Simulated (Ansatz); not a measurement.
# Rb: the cost of one run

Computed with Ansatz 0.2.0 (DFT PBEsol, scalar-relativistic, plane waves, PAW, unless a step's input says otherwise).

The COD entry's cell or inner coordinates are ideal or old and differ from later refinements, so a difference from it is no clean test against experiment.

## 1. Starting point

It takes space group Im-3m (No. 229, cubic). Conventional cell: a = 5.605 Å, b = 5.605 Å, c = 5.605 Å, α = 90.00°, β = 90.00°, γ = 90.00°.

Structure file:

```
CELL_PARAMETERS angstrom
-2.80250 2.80250 2.80250
2.80250 -2.80250 2.80250
2.80250 2.80250 -2.80250
ATOMIC_POSITIONS crystal
Rb 0.00000 0.00000 0.00000
```

The structure comes from the Crystallography Open Database.

(A quick probe on a coarse mesh, which set the mesh and smearing, is not shown.)

## 3. Reference: the cell as listed

input.yaml reads:

```yaml
crystal:
  lattice:
    - [-2.8025, 2.8025, 2.8025]
    - [2.8025, -2.8025, 2.8025]
    - [2.8025, 2.8025, -2.8025]
  atoms:
    - { symbol: Rb, position: [0.0, 0.0, 0.0] }
basis:
  ecutwfc: 420
kpoints:
  mp_grid: { grid: [10, 10, 10] }
hamiltonian:
  xc: pbesol
scf:
  occupations: { method: gaussian, width: 0.1 }
output:
  forces: true
  stress: true
  eigenvalues: true
  populations: true
```

Started as:

```sh
$ ansatz run input.yaml --threads 1 --pin off --max-ram 2560MiB --backend cpu --events-out ev --progress --plain --runs-dir out
```

**Question.** How long does this run take on 1 thread of AMD EPYC 9R45 (Zen 5), shared host, and how much memory does it need?

About 1.2 s, with a peak of 0.41 GiB.
